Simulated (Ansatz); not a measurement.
# BeBr+ (triplet): the correlation ladder at distance Br1–Be2 = 2.086 Å, cc-pVDZ

How much of the correlation energy of BeBr+ (triplet) does each wave-function method recover here?

Method: cc-pVDZ, core rule «outside noble gas», up to 15 orbitals frozen; program: Ansatz 0.2.0, Gaussian basis.

Plan: UHF; CCSD(T) on ROHF; CCSD(T) on UHF; BCCD(T) on ROHF; CISD; CCSDT(Q) on ROHF; CCSDT(Q) on UHF; CASSCF and MRCISD+Q, 4 electrons in 4 orbitals; CASSCF and NEVPT2, 4 electrons in 4 orbitals.

39 further runs of the same task are left out: 22 for a known fault of the program, 13 that didn't finish, 4 set aside as unsound or not needed.

**1. The system**

The geometry derives from a PBE0/def2-TZVP stationary point (not a proven minimum). One bond is set to the value named and the two fragments are kept rigid. No spin-orbit coupling is included. The filled d shell of Br may be among the frozen orbitals whatever the setting's name suggests; the logs give the count.

2 atoms, charge 1, spin multiplicity 3.

Atoms are counted from 1 here; the program's logs count them from 0.

Bond lengths: Br1–Be2 2.086 Å.

**2. UHF**

File in.yaml:

```yaml
crystal:
  periodic: [false, false, false]
  atoms:
    - {symbol: Br, position_ang: [0.000000, 0.000000, 0.000000]}
    - {symbol: Be, position_ang: [0.000000, 0.000000, 2.086000]}
basis:
  gaussian: {orbitals: cc-pVDZ}
total_charge: 1
magnetization: {spin_polarized: true, initial_magnetization: 2}
hamiltonian: {xc: hf}
output: {orbitals: {seedname: orbitals}}
```

Launch:

```sh
$ ansatz run in.yaml --threads 1 --pin off --events-out ev --progress --plain --max-ram 2393MiB
```

Further steps of the session: CCSD(T) on ROHF; CCSD(T) on UHF; BCCD(T) on ROHF; CISD; CCSDT(Q) on ROHF; CCSDT(Q) on UHF; CASSCF and MRCISD+Q, 4 electrons in 4 orbitals; CASSCF and NEVPT2, 4 electrons in 4 orbitals.

Q: Predict the results of all the runs planned. Wanted: UCCSDT(Q) below the RHF energy; RMP2 from UCCSDT(Q); UMP2 from UCCSDT(Q); RCCSD from UCCSDT(Q); RCCSD(T) from UCCSDT(Q); UCCSD(T) from UCCSDT(Q); RCCSDT(Q) from UCCSDT(Q); NEVPT2 pair from UCCSDT(Q); MRCISD+Q pair from UCCSDT(Q).

**Answer**, as computed:

```
                         quantity                                                                  value
   UCCSDT(Q) below the RHF energy                                                             -3.4047 eV
              RMP2 from UCCSDT(Q)                                                        +12.23 kcal/mol
              UMP2 from UCCSDT(Q)                                                        +12.49 kcal/mol
             RCCSD from UCCSDT(Q)                                                         +1.85 kcal/mol
          RCCSD(T) from UCCSDT(Q)                                                         +0.44 kcal/mol
          UCCSD(T) from UCCSDT(Q)                                                         +0.38 kcal/mol
         RCCSDT(Q) from UCCSDT(Q)                                                         +0.06 kcal/mol
       NEVPT2 pair from UCCSDT(Q)                                                        +11.18 kcal/mol
     MRCISD+Q pair from UCCSDT(Q)                                                         +0.16 kcal/mol
levels within 1 kcal/mol (43 meV)  RCCSD(T), UCCSD(T), BCCD(T), RCCSDT, UCCSDT, RCCSDT(Q), MRCISD+Q pair
                    T1 diagnostic                                                                  0.016
```

RCCSD(T) lands +0.44 kcal/mol from the yardstick (0.6 % of the correlation energy). Of the multireference levels listed MRCISD+Q pair comes nearest in total energy (+0.16 kcal/mol), which doesn't show that its space is the better one. These misses are within one basis, not against nature; the frozen cores of restricted and unrestricted runs differ, which can shift their rows.
